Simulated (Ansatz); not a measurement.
**CH6MoN2O2: how energies converge with the basis set**

One table from this session's results is given with a row withheld; the runs are named, their logs left out.

Method: one geometry, several basis sets; program: Ansatz 0.2.0, Gaussian basis.

Plan: PBE0-D4/def2-SVP; ωB97M-V/def2-SVP; PBE0-D4/def2-QZVPP; ωB97M-V/def2-QZVPP; the functionals' def2-TZVPP values are taken from earlier runs.

## The relaxed structure

The geometry comes from an earlier relaxation with PBE0-D4 in a triple-zeta def2 set; it is a stationary point, not always the lowest conformer. Mo takes the def2 core potential; no spin-orbit term is included.

12 atoms, charge 0, spin multiplicity 1.

Atoms are counted from 1 here; the program's logs count them from 0.

Bond lengths: C1–O2 1.402 Å, C1–H7 1.094 Å, C1–H8 1.095 Å, C1–H9 1.095 Å, O2–Mo3 1.870 Å, Mo3–N4 1.728 Å, Mo3–N5 1.727 Å, Mo3–O6 1.896 Å, N4–H10 1.011 Å, N5–H11 1.010 Å, O6–H12 0.960 Å. Angles: O2–C1–H7 109.2°, O2–C1–H8 109.6°, O2–C1–H9 111.6°, H7–C1–H8 108.6°, H7–C1–H9 108.9°, H8–C1–H9 109.0°, C1–O2–Mo3 133.3°, O2–Mo3–N4 108.3°, O2–Mo3–N5 108.5°, O2–Mo3–O6 111.9°, N4–Mo3–N5 111.1°, N4–Mo3–O6 107.8°, N5–Mo3–O6 109.3°, Mo3–N4–H10 152.9°, Mo3–N5–H11 156.6°, Mo3–O6–H12 118.5°.

The first run:

in.yaml

```yaml
crystal:
  periodic: [false, false, false]
  atoms:
    - {symbol: C, position_ang: [-1.218183, -0.743409, -1.635662]}
    - {symbol: O, position_ang: [-0.022624, -0.749820, -0.902695]}
    - {symbol: Mo, position_ang: [0.609675, 0.276218, 0.527042]}
    - {symbol: N, position_ang: [-0.699502, 1.229249, 1.131332]}
    - {symbol: N, position_ang: [1.215413, -0.790164, 1.742466]}
    - {symbol: O, position_ang: [1.988841, 1.461422, -0.009813]}
    - {symbol: H, position_ang: [-0.986300, -0.639632, -2.699997]}
    - {symbol: H, position_ang: [-1.746168, -1.690426, -1.484844]}
    - {symbol: H, position_ang: [-1.871875, 0.081149, -1.333955]}
    - {symbol: H, position_ang: [-1.343118, 1.517374, 1.855372]}
    - {symbol: H, position_ang: [1.253756, -1.238976, 2.645943]}
    - {symbol: H, position_ang: [2.897287, 1.231715, 0.198909]}
basis:
  gaussian: {orbitals: def2-SVP}
hamiltonian: {xc: pbe0, dispersion: d4}
output: {orbitals: {seedname: orbitals}}
```

The run is started by

```
ansatz run in.yaml --threads 4 --pin off --events-out ev --progress --plain --max-ram 11315MiB
```

Among the steps run: PBE0-D4 in def2-SVP; ωB97M-V in def2-SVP; PBE0-D4 in def2-QZVPP; ωB97M-V in def2-QZVPP.

One table of the session follows, with a row left open; its other results are not shown here.

It belongs to the step «Density functionals: the series». 

| functional | basis | HOMO (eV) |
| --- | --- | --- |
| PBE0-D4 | def2-SVP | -7.38 |
| PBE0-D4 | def2-TZVPP | -7.50 |
| PBE0-D4 | def2-QZVPP | -7.53 |
| ωB97M-V | def2-SVP | ? |
| ωB97M-V | def2-TZVPP | -9.76 |
| ωB97M-V | def2-QZVPP | -9.80 |

Q: Estimate the row for ωB97M-V, def2-SVP from the others.

As computed: HOMO (eV): -9.64. In the column «HOMO (eV)» it lies between ωB97M-V, def2-TZVPP (-9.76) and PBE0-D4, def2-QZVPP (-7.53).
